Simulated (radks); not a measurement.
# Ta⁺ in [Kr] 4d10 4f14 5s2 5p5 5d3 6s1 6p1: an all-electron calculation

What are the levels of the tantalum ion Ta+, how large are its shells, and how does its energy divide?

Method: Dirac Kohn-Sham, XLYP, spin-unpolarised, spherical densities, point nucleus; open shells fill j = l - 1/2 first. Code: radks (a radial shooting solver on a logarithmic mesh, Libxc functionals) version 1.

### Step 1. The system

```
element       : tantalum (Z = 73)
charge        : +1
electrons     : 72
configuration : [Kr] 4d10 4f14 5s2 5p5 5d3 6s1 6p1
```

### Step 2. The run

Input:

```text
Z 73
configuration [Kr] 4d10 4f14 5s2 5p5 5d3 6s1 6p1 7s0 5f0 6d0 7p0
relativity Dirac
functional xlyp
spin unpolarised
j_filling energy
nucleus point
c 137.035999084
```

The run is started by

```sh
$ python run_ks.py task.json out
```

All runs below come from this command, one after another.

**Question.** What will this run give?

As calculated:

```
                        quantity                   value
                    total energy     -15626.0796 hartree
exchange-correlation share of it                  2.04 %
                            −T/E                  1.1229
          highest occupied level        6p1/2, -8.399 eV
    most extended occupied level  6p1/2, <r> = 3.60 bohr
 radius at density 0.001 e/bohr³               4.69 bohr
    maxima of the radial density                       4
```

6 principal shells are occupied and 4 maxima appear in the radial density; where shells overlap, one shows as a shoulder or not at all. Relativity lifts −T/E to 1.123. This is not the tabulated ground configuration, so its levels and sizes aren't those of the ground state, and no measured value stands beside it.
